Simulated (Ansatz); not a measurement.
MnCoGe:

```
Ge Co Mn
1.0
     4.09114    0.00000    0.00000
    -2.04557    3.54303    0.00000
     0.00000    0.00000    5.14388
Ge Co Mn
2 2 2
Direct
  0.33333 0.66667 0.25000
  0.66667 0.33333 0.75000
  0.66667 0.33333 0.25000
  0.33333 0.66667 0.75000
  0.00000 0.00000 0.50000
  0.00000 0.00000 0.00000
```

The cell is a database's computed one.

Base run:

* Program: Ansatz 0.2.0
* Functional: PBEsol
* Potentials or basis: Ansatz PAW
* Cutoff: 420 eV (not typed: the program's choice for these potentials)
* k mesh: 6 × 6 × 5
* Occupations: fermi-dirac, width 0.05 eV
* Spin: collinear spin, ferromagnetic start
* Starting moments: [0.0, 0.0, 2.0, 2.0, 4.0, 4.0] μB
* Fixed moment: 12 μB

Its results: pressure 15.0 GPa; site moments Ge +0.09; Co +1.81; Mn +3.68 μB.

The run is repeated on the same cell with these changes: fixed moment from 12 μB to 3 μB; moments at the start from [0.0, 0.0, 2.0, 2.0, 4.0, 4.0] to [0.0, 0.0, 0.5, 0.5, 1.0, 1.0]. What comes out?

Pressure -12.5 GPa; site moments Ge -0.05; Co -0.48; Mn +2.04 μB.

Caveats: the total moment is fixed, so each spin has its own Fermi level; the PAW data sets come from PBE, with cores solved anew for the run's functional, which leaves a small shift of forces and pressure; the thresholds are loose for stress; the starting moments weren't kept (some runs).
